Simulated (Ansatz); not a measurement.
**AsH5OSi: one species, many methods**

An exercise on one series of results from a longer session: the logs are not shown, and one member is left open.

Program: Ansatz 0.2.0, Gaussian basis. Level of theory: functionals in def2-TZVPP, the program's frozen cores in correlated methods. These are calculated values, not measurements.

The runs, in order: LDA (SPW92), PBE-D4, revPBE-D4, BLYP-D4, r2SCAN-D4, B97M-V, PBE0-D4, B3LYP-D4, r2SCANh-D4, r2SCAN0-D4, HSE06-D4, BHLYP-D4, CAM-B3LYP-D4, LC-ωPBE, ωB97X-V, ωB97M-V, B2PLYP, PBE-QIDH; CCSD(T)/def2-SVP; CCSD(T)/def2-TZVPP; MP2/def2-QZVPP; extrapolation to the limit; RPA on PBE.

## The relaxed structure

An earlier PBE0-D4 in a triple-zeta def2 set relaxation fixed the geometry.

SMILES `[SiH3]O[AsH2]`, 8 atoms, charge 0, spin multiplicity 1.

Atoms are counted from 1 here; the program's logs count them from 0.

Bond lengths: Si1–O2 1.644 Å, Si1–H4 1.489 Å, Si1–H5 1.489 Å, Si1–H6 1.482 Å, O2–As3 1.797 Å, As3–H7 1.528 Å, As3–H8 1.528 Å. Angles: O2–Si1–H4 111.2°, O2–Si1–H5 111.2°, O2–Si1–H6 106.8°, H4–Si1–H5 108.1°, H4–Si1–H6 109.8°, H5–Si1–H6 109.7°, Si1–O2–As3 125.7°, O2–As3–H7 95.6°, O2–As3–H8 95.5°, H7–As3–H8 91.2°.

The first run:

The input, in.yaml:

```yaml
crystal:
  periodic: [false, false, false]
  atoms:
    - {symbol: Si, position_ang: [-0.635114, 1.096008, -0.375990]}
    - {symbol: O, position_ang: [-0.020916, -0.118964, 0.545659]}
    - {symbol: As, position_ang: [0.970984, -1.492123, -0.054477]}
    - {symbol: H, position_ang: [-1.525239, 0.562995, -1.443780]}
    - {symbol: H, position_ang: [0.450837, 1.879548, -1.026522]}
    - {symbol: H, position_ang: [-1.410850, 1.973663, 0.532512]}
    - {symbol: H, position_ang: [2.038908, -1.390600, 1.033953]}
    - {symbol: H, position_ang: [0.223591, -2.567625, 0.732746]}
basis:
  gaussian: {orbitals: def2-TZVPP}
hamiltonian: {xc: lda}
output: {orbitals: {seedname: orbitals}}
```

Launch:

```bash
$ ansatz run in.yaml --threads 2 --pin off --events-out ev --progress --plain --max-ram 4352MiB
```

Among the steps run: LDA; PBE-D4 (GGA); revPBE-D4 (GGA); BLYP-D4 (GGA); r2SCAN-D4 (meta-GGA); B97M-V (meta-GGA); PBE0-D4 (hybrid); B3LYP-D4 (hybrid); r2SCANh-D4 (hybrid); r2SCAN0-D4 (hybrid); HSE06-D4 (hybrid); BHLYP-D4 (hybrid); CAM-B3LYP-D4 (range-separated); LC-ωPBE (range-separated); ωB97X-V (range-separated); ωB97M-V (range-separated); B2PLYP (double hybrid); PBE-QIDH (double hybrid).

One table of the session follows, with a row left open; its other results are not shown here.

It belongs to the step «Frontier levels by functional». 

| functional | HOMO (eV) | gap (eV) |
| --- | --- | --- |
| LDA (SPW92) | -6.51 | 4.49 |
| PBE-D4 | -6.39 | 4.63 |
| revPBE-D4 | -6.35 | 4.70 |
| BLYP-D4 | -6.29 | 4.66 |
| r2SCAN-D4 | -6.68 | 5.17 |
| B97M-V | -6.79 | 5.23 |
| PBE0-D4 | -7.59 | 6.73 |
| B3LYP-D4 | -7.40 | 6.33 |
| r2SCANh-D4 | -7.12 | 5.93 |
| r2SCAN0-D4 | -7.78 | 7.07 |
| HSE06-D4 | -7.19 | 5.95 |
| BHLYP-D4 | ? | ? |
| CAM-B3LYP-D4 | -8.93 | 9.13 |
| LC-ωPBE | -10.23 | 11.63 |
| ωB97X-V | -9.91 | 11.16 |
| ωB97M-V | -9.80 | 10.84 |

Estimate the missing values for BHLYP-D4.

Worked estimate for «HOMO (eV)». Against the share of exact exchange, BLYP-D4 (0, -6.29), B3LYP-D4 (0.2, -7.40) give a slope of -5.55 per unit share; at 0.5 the line stands at -9.07.

The run gave: HOMO (eV): -8.69; gap (eV): 8.78. In «HOMO (eV)» the line misses by -0.38.
